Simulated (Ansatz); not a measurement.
# BrFGeH₂, SMILES [F][GeH2][Br]: a short molecular-dynamics run

Run with the Python package of Ansatz (0.2.0).

`brfgeh2_md.py`
```python
"""A short Born-Oppenheimer trajectory of BrFGeH2."""

import ansatz
import numpy as np


def main() -> None:
    geometry_ang = [
        ("F", [-1.4361, -0.7055, 0.7386]),
        ("Ge", [-0.1077, 0.0893, -0.0558]),
        ("Br", [1.7901, -1.1145, 0.4275]),
        ("H", [0.1254, 1.5571, 0.4553]),
        ("H", [-0.3218, 0.0999, -1.607]),
    ]
    molecule = ansatz.Crystal.molecule()
    for symbol, xyz in geometry_ang:
        molecule = molecule.atom(symbol, xyz)

    calculation = (
        molecule.calculation()
        .basis(gaussian="def2-SVP")
        .functional("pbe")
        .md("nvt_nose_hoover", timestep=1.0, steps=40, temperature=500, initial_velocities="maxwell_boltzmann", seed=36, thermostat_time=50)
    )
    frames = []
    outcome = calculation.session().plan().execute(on_event=lambda e: frames.append(e["data"]) if e["event"] == "md_step" else None)
    print("t (fs)   E_pot (eV)      E_kin (eV)   T (K)   d(0-1) (A)")
    for f in frames[::1]:
        xyz = np.array(f["positions_ang"])
        print(f"{f['time_fs']:6.2f} {f['lagrangian_ev']:14.5f} {f['e_kin_ev']:10.5f} {f['temperature_k']:8.1f} {np.linalg.norm(xyz[0] - xyz[1]):9.4f}")
    kept = np.array([f["conserved_ev"] for f in frames])
    print(f"conserved energy moves by at most {1000 * np.ptp(kept):.3f} meV")


if __name__ == "__main__":
    main()
```

```console
$ python brfgeh2_md.py
t (fs)   E_pot (eV)      E_kin (eV)   T (K)   d(0-1) (A)
  0.00  -129276.30814    0.19389    500.0    1.7399
  1.00  -129276.28858    0.17468    450.5    1.7466
  2.00  -129276.25850    0.14527    374.6    1.7533
  3.00  -129276.22820    0.11575    298.5    1.7601
  4.00  -129276.20890    0.09689    249.9    1.7668
  5.00  -129276.20637    0.09422    243.0    1.7734
  6.00  -129276.21680    0.10405    268.3    1.7795
  7.00  -129276.22897    0.11570    298.4    1.7853
  8.00  -129276.23188    0.11864    306.0    1.7906
  9.00  -129276.22215    0.10962    282.7    1.7954
 10.00  -129276.20618    0.09472    244.3    1.7995
 11.00  -129276.19560    0.08498    219.1    1.8030
 12.00  -129276.19877    0.08840    228.0    1.8057
 13.00  -129276.21482    0.10427    268.9    1.8077
 14.00  -129276.23492    0.12421    320.3    1.8090
 15.00  -129276.24861    0.13814    356.2    1.8095
 16.00  -129276.24945    0.13968    360.2    1.8092
 17.00  -129276.23732    0.12866    331.8    1.8082
 18.00  -129276.21839    0.11107    286.4    1.8063
 19.00  -129276.20280    0.09670    249.4    1.8037
 20.00  -129276.19961    0.09425    243.1    1.8003
 21.00  -129276.21052    0.10533    271.6    1.7963
 22.00  -129276.22752    0.12233    315.5    1.7915
 23.00  -129276.23787    0.13310    343.2    1.7862
 24.00  -129276.23305    0.12950    333.9    1.7804
 25.00  -129276.21541    0.11370    293.2    1.7742
 26.00  -129276.19745    0.09763    251.8    1.7678
 27.00  -129276.19357    0.09502    245.0    1.7611
 28.00  -129276.20947    0.11146    287.4    1.7544
 29.00  -129276.23818    0.14055    362.5    1.7476
 30.00  -129276.26587    0.16915    436.2    1.7410
 31.00  -129276.28085    0.18579    479.1    1.7347
 32.00  -129276.27886    0.18609    479.9    1.7287
 33.00  -129276.26375    0.17363    447.7    1.7232
 34.00  -129276.24553    0.15805    407.6    1.7183
 35.00  -129276.23601    0.15080    388.9    1.7140
 36.00  -129276.24229    0.15873    409.3    1.7106
 37.00  -129276.26133    0.17904    461.7    1.7080
 38.00  -129276.28070    0.19983    515.3    1.7063
 39.00  -129276.28567    0.20686    533.4    1.7056
 40.00  -129276.26801    0.19199    495.1    1.7059
conserved energy moves by at most 2.653 meV
```

Notes:
- Total energies depend on the basis set; only differences at equal settings carry meaning.
- The trajectory is only some femtoseconds long, so its temperature is not equilibrated; where the script doesn't relax first, it starts from a rough generated geometry.
- The temperature counts the internal degrees of freedom alone.
- With hydrogen a step over 0.5 fs is long.
- Hardware and time: 81 s on 1 thread of Arm Neoverse V1, with other jobs on the host, peak memory 0.2 GiB.
